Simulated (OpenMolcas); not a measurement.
# V⁴⁺ among point charges: CASSCF and CASPT2 levels and susceptibility

Aim: the splitting of the states of V⁴⁺ in the field of 2 point charges, its lowest levels with spin-orbit coupling and its magnetic susceptibility.

The numbers are computed with OpenMolcas 26.06 (state-averaged CASSCF and CASPT2, spin-orbit coupling by RASSI with atomic mean-field integrals), except any that are marked as measured or tabulated.

### Step 1. Starting point

| Item | Value |
| --- | --- |
| Species | V⁴⁺ (vanadium, Z = 23, 19 electrons) |
| Basis | ANO-RCC-VDZP [5s4p2d1f], 34 functions |
| Scalar Hamiltonian | DKH2, point nucleus |
| Inactive shells | 1s 2s 2p 3s 3p |
| Active space | 1 electron in 5 orbitals (3d) |
| Some configurations of this space | 3d |
| Orbitals | optimised for each spin and parity, averaged over all roots |

Outer shells as boxes (Hund's rule):

3d
```
3d [↑ ][  ][  ][  ][  ]
```

The ion sits among 2 point charges of -1 e arranged as a linear pair (D∞h), 1.82 Å from the ion.

The work runs as a chain of OpenMolcas steps in one folder; each step below is one input file. Labels, J, g values, rates, χT and fits are worked out afterwards by a script from the matrices that RASSI stores. The input lists half of the charges; inversion (Group=XYZ) makes the rest.

### Step 2. GATEWAY and SEWARD: basis and integrals

File a.inp:

```
&GATEWAY
Coord
1

V 0.0 0.0 0.0
Basis=ANO-RCC-VDZP
Group=XYZ
NoMove
AngMom=0.0 0.0 0.0
AMFI
XField
1 Angstrom 0
0.000000 0.000000 1.820000 -1.000000
&SEWARD
```

Run with:

```sh
> OMP_NUM_THREADS=1 MOLCAS_MEM=1689 MOLCAS_PROJECT=a pymolcas a.inp > a.log
```

### Step 3. Reference wave functions, doublets of even parity, 5 roots

File a.inp:

```
&RASSCF
FileOrb=start.orb
Symmetry=1
Spin=2
nActEl=1 0 0
Inactive=3 6
Ras2=5 0
CIRoot=5 5 1
SDav=5
CIMx=300
Iter=120 100
PrWF=0.3
OrbListing=Nothing
MaxOrb=0
>>> COPY $Project.JobIph JOB001
```

start.orb holds the contracted functions of the basis, ordered by shell, or the orbitals of the step before.

### Step 4. RASSI: spin-orbit coupling between the states

File a.inp:

```
&RASSI
NrOfJobIphs=1 5
1 2 3 4 5
IphNames
JOB001
EJob
SpinOrbit
DIPRint=1.0
SOCoupling=1000.0
Subsets=2
Property=9
'ANGMOM' 1 'ANGMOM' 2 'ANGMOM' 3 'MLTPL  1' 1 'MLTPL  1' 2 'MLTPL  1' 3
'AMFI' 1 'AMFI' 2 'AMFI' 3
SOProperty=3
'ANGMOM' 1 'ANGMOM' 2 'ANGMOM' 3
```

### Step 5. CASPT2: IPEA 0.25, imaginary shift 0.1 (closed shells correlated: 3s 3p)

File a.inp:

```
>>> COPY JOB001 $Project.JobIph
&CASPT2
Multistate=5 1 2 3 4 5
NoMult
Frozen=2 3
IPEA=0.25
Imaginary=0.1
MaxIter=60
WThr=0.0 0.3 0.05
PrWF=0.5
NoMix
```

(Steps that only read results are left out.)

Before running it: what results should come out? Wanted: spin-free ground state; first state of the same spin within the active space; lowest level; next level.

The runs gave:

```
                                            quantity                                                                        value
                                              method  SS-CASPT2, IPEA 0.25, imaginary shift 0.1 (closed shells correlated: 3s 3p)
                              spin-free ground state                                           2Delta, 2-fold in its orbital part
first state of the same spin within the active space                                                             2Pi at 5270 cm⁻¹
                                        lowest level                                                 2-fold, g = 0.00, 0.00, 2.00
                                          next level                                                                   477.7 cm⁻¹
                                         χT at 300 K                                                               0.40 cm³ K/mol
                           effective moment at 300 K                                                                      1.79 μB
```

Cost by method:

```
                                              method  time of its own steps  time with the reference
                                           A. CASSCF                  1.6 s                    1.6 s
B. SS-CASPT2, IPEA 0.25, imaginary shift 0.1, +3s 3p                 0.47 s                      2 s
```

Times are of one thread on a shared host.

The spin-free ground state (2Delta) comes to 100 % from free-ion D terms and keeps the highest spin of the shell. χT at 300 K is 0.40, against 0.38 cm³ K/mol for the spin alone; near agreement at one temperature doesn't show that the orbital moment is quenched. The field of point charges can differ much from that of real complexes. This is an electrostatic model: the charges have no orbitals.
